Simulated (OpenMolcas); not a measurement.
# Nb²⁺ among point charges: CASSCF and CASPT2 levels and susceptibility

Aim: the splitting of the states of Nb²⁺ in the field of 6 point charges, its lowest levels with spin-orbit coupling and its magnetic susceptibility.

Program: OpenMolcas 26.06. Level of theory: state-averaged CASSCF and CASPT2, spin-orbit coupling by RASSI with atomic mean-field integrals. These are calculated values, not measurements, unless marked.

## Step 1: The atom as given

* Species: Nb²⁺ (niobium, Z = 41, 39 electrons)
* Basis: ANO-RCC-VDZP [6s5p3d1f], 43 functions
* Scalar Hamiltonian: DKH2, point nucleus
* Inactive shells: 1s 2s 2p 3s 3p 3d 4s 4p
* Active space: 3 electrons in 5 orbitals (4d)
* Some configurations of this space: 4d3
* Orbitals: optimised for each spin and parity, averaged over all roots

Outer shells as boxes (Hund's rule):

4d3
```
4d [↑ ][↑ ][↑ ][  ][  ]
```

The ion sits among 6 point charges of -0.85 e arranged as an octahedron (Oh), 1.86 Å from the ion.

Each step is its own input file, run in one work folder so that later steps find the files of earlier ones. Labels, J, g values, rates, χT and fits are worked out afterwards by a script from the matrices that RASSI stores. The input lists half of the charges; inversion (Group=XYZ) makes the rest.

## Step 2: Basis and integrals

The input, a.inp:

```
&GATEWAY
Coord
1

Nb 0.0 0.0 0.0
Basis=ANO-RCC-VDZP
Group=XYZ
NoMove
AngMom=0.0 0.0 0.0
AMFI
XField
3 Angstrom 0
1.860000 0.000000 0.000000 -0.850000
0.000000 1.860000 0.000000 -0.850000
0.000000 0.000000 1.860000 -0.850000
&SEWARD
```

Started as:

```console
> OMP_NUM_THREADS=1 MOLCAS_MEM=1689 MOLCAS_PROJECT=a pymolcas a.inp > a.log
```

## Step 3: CASSCF: quartets of even parity, 10 roots

The input, a.inp:

```
&RASSCF
FileOrb=start.orb
Symmetry=1
Spin=4
nActEl=3 0 0
Inactive=9 9
Ras2=5 0
CIRoot=10 10 1
SDav=10
CIMx=300
Iter=120 100
PrWF=0.3
OrbListing=Nothing
MaxOrb=0
>>> COPY $Project.JobIph JOB001
```

start.orb holds the contracted functions of the basis, ordered by shell, or the orbitals of the step before.

## Step 4: CASSCF: doublets of even parity, 40 roots

The input, a.inp:

```
&RASSCF
FileOrb=start.orb
Symmetry=1
Spin=2
nActEl=3 0 0
Inactive=9 9
Ras2=5 0
CIRoot=40 40 1
SDav=40
CIMx=300
Iter=120 100
PrWF=0.3
OrbListing=Nothing
MaxOrb=0
>>> COPY $Project.JobIph JOB002
```

## Step 5: State interaction with spin-orbit coupling

The input, a.inp:

```
&RASSI
NrOfJobIphs=2 10 40
1 2 3 4 5 6 7 8 9 10
1 2 3 4 5 6 7 8 9 10 11 12 13 14 15 16 17 18 19 20 21 22 23 24 25 26 27
28 29 30 31 32 33 34 35 36 37 38 39 40
IphNames
JOB001
JOB002
EJob
SpinOrbit
DIPRint=1.0
SOCoupling=1000.0
Subsets=2
Property=9
'ANGMOM' 1 'ANGMOM' 2 'ANGMOM' 3 'MLTPL  1' 1 'MLTPL  1' 2 'MLTPL  1' 3
'AMFI' 1 'AMFI' 2 'AMFI' 3
SOProperty=3
'ANGMOM' 1 'ANGMOM' 2 'ANGMOM' 3
```

## Step 6: CASPT2: IPEA 0.25, imaginary shift 0.1 (closed shells correlated: 4s 4p)

The input, a.inp:

```
>>> COPY JOB001 $Project.JobIph
&CASPT2
Multistate=10 1 2 3 4 5 6 7 8 9 10
NoMult
Frozen=8 6
IPEA=0.25
Imaginary=0.1
MaxIter=60
WThr=0.0 0.3 0.05
PrWF=0.5
NoMix
>>> COPY JOB002 $Project.JobIph
&CASPT2
Multistate=40 1 2 3 4 5 6 7 8 9 10 11 12 13 14 15 16 17 18 19 20 21 22
23 24 25 26 27 28 29 30 31 32 33 34 35 36 37 38 39 40
NoMult
Frozen=8 6
IPEA=0.25
Imaginary=0.1
MaxIter=60
WThr=0.0 0.3 0.05
PrWF=0.5
NoMix
```

(Steps that only read results are left out.)

**Question.** What will these runs give? Wanted: spin-free ground state; first state of the same spin within the active space; lowest level; next level.

As calculated:

```
                                            quantity                                                                        value
                                              method  SS-CASPT2, IPEA 0.25, imaginary shift 0.1 (closed shells correlated: 4s 4p)
                              spin-free ground state                                              4A2, 1-fold in its orbital part
first state of the same spin within the active space                                                            4T2 at 13900 cm⁻¹
                                        lowest level                                                                    4-fold Γ8
                                          next level                                                                  9693.5 cm⁻¹
                                         χT at 300 K                                                               1.74 cm³ K/mol
                           effective moment at 300 K                                                                      3.73 μB
```

Cost by method:

| method | time of its own steps | time with the reference |
| --- | --- | --- |
| A. CASSCF | 11 s | 11 s |
| B. SS-CASPT2, IPEA 0.25, imaginary shift 0.1, +4s 4p | 4.1 s | 15 s |

Times are of one thread on a shared host.

The spin-free ground state (4A2) comes to 100 % from free-ion F terms and keeps the highest spin of the shell. χT at 300 K is 1.74, against 1.88 cm³ K/mol for the spin alone; near agreement at one temperature doesn't show that the orbital moment is quenched. CASPT2 does not keep the components of a term degenerate, and the means are used. The field of point charges can differ much from that of real complexes. Point charges carry no covalency, so the field is a model and not that of real ligands.
